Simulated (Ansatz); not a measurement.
# KMnF3: further runs on the relaxed cell

Aim: for KMnF3, measure the bulk modulus from energies at several volumes.

Program: Ansatz 0.2.0. Level of theory: DFT PBEsol, scalar-relativistic, plane waves, PAW. These are calculated values, not measurements.

### Step 1. The system as given

Symmetry: Pm-3m, No. 221, cubic system. The conventional cell has a = 4.181 Å, b = 4.181 Å, c = 4.181 Å, α = 90.00°, β = 90.00°, γ = 90.00°. K (site symmetry m-3m) has 12 F at 2.96 Å as nearest neighbours. Around Mn (site symmetry m-3m) lie 6 F at 2.09 Å. F (site symmetry 4/mmm) is surrounded by 2 Mn at 2.09 Å and 4 K at 2.96 Å.

Structure file:

```cif
data_structure
_symmetry_space_group_name_H-M 'P 1'
_symmetry_Int_Tables_number 1
_cell_length_a 4.1814
_cell_length_b 4.1814
_cell_length_c 4.1814
_cell_angle_alpha 90.000
_cell_angle_beta 90.000
_cell_angle_gamma 90.000
_cell_volume 73.11
loop_
_atom_site_label
_atom_site_type_symbol
_atom_site_fract_x
_atom_site_fract_y
_atom_site_fract_z
_atom_site_occupancy
K1 K 0.50000 0.50000 0.50000 1
Mn1 Mn 0.00000 0.00000 0.00000 1
F1 F 0.50000 0.00000 0.00000 1
F2 F 0.00000 0.50000 0.00000 1
F3 F 0.00000 0.00000 0.50000 1
```

It is the result of an earlier relaxation at this level (volume 14.62 Å³/atom; gap on the mesh: 1.05 eV, site moments up to 4.1 μB).

### Step 2. Volume × 0.97

The input, input.yaml:

```yaml
crystal:
  lattice:
    - [4.1391622872, 0.0, 0.0]
    - [0.0, 4.1391622872, 0.0]
    - [0.0, 0.0, 4.1391622872]
  atoms:
    - { symbol: K, position: [0.5, 0.5, 0.5] }
    - { symbol: Mn, position: [0.0, 0.0, 0.0], spin: 4.56 }
    - { symbol: F, position: [0.5, 0.0, 0.0] }
    - { symbol: F, position: [0.0, 0.5, 0.0] }
    - { symbol: F, position: [0.0, 0.0, 0.5] }
basis:
  ecutwfc: 420
kpoints:
  mp_grid: { grid: [6, 6, 6] }
hamiltonian:
  xc: pbesol
scf:
  occupations: { method: gaussian, width: 0.02 }
output:
  forces: true
  stress: true
  eigenvalues: true
  populations: true
magnetization:
  spin_polarized: true
```

On the command line:

```
$ ansatz run input.yaml --threads 2 --pin off --max-ram 5120MiB --backend cpu --events-out ev --progress --plain --runs-dir out
```

### Step 3. Volume × 1.03

Edit input.yaml of step 2 so:

```diff
@@ -2,5 +2,5 @@
   lattice:
-    - [4.1391622872, 0.0, 0.0]
-    - [0.0, 4.1391622872, 0.0]
-    - [0.0, 0.0, 4.1391622872]
+    - [4.2228042625, 0.0, 0.0]
+    - [0.0, 4.2228042625, 0.0]
+    - [0.0, 0.0, 4.2228042625]
   atoms:
```

### Step 4. Point at V/V0 = 0.94

Edit input.yaml of step 3 so:

```diff
@@ -2,5 +2,5 @@
   lattice:
-    - [4.2228042625, 0.0, 0.0]
-    - [0.0, 4.2228042625, 0.0]
-    - [0.0, 0.0, 4.2228042625]
+    - [4.0960428777, 0.0, 0.0]
+    - [0.0, 4.0960428777, 0.0]
+    - [0.0, 0.0, 4.0960428777]
   atoms:
```

### Step 5. Volume × 1.06

Edit input.yaml of step 4 so:

```diff
@@ -2,5 +2,5 @@
   lattice:
-    - [4.0960428777, 0.0, 0.0]
-    - [0.0, 4.0960428777, 0.0]
-    - [0.0, 0.0, 4.0960428777]
+    - [4.2634106406, 0.0, 0.0]
+    - [0.0, 4.2634106406, 0.0]
+    - [0.0, 0.0, 4.2634106406]
   atoms:
```

(Steps that only read results are left out.)

Before running it: what results should come out? Wanted: equilibrium volume of the fit; bulk modulus.

As calculated:

| quantity | value |
| --- | --- |
| equilibrium volume of the fit | 14.61 Å³/atom |
| bulk modulus | 69 GPa |
| its pressure derivative | 5.3 |

**Reading.** The fit puts the minimum at 14.61 Å³/atom with B = 69 GPa and B' = 5.3. The gap on the mesh goes from 0.93 eV at the smallest volume to 1.17 eV at the largest.
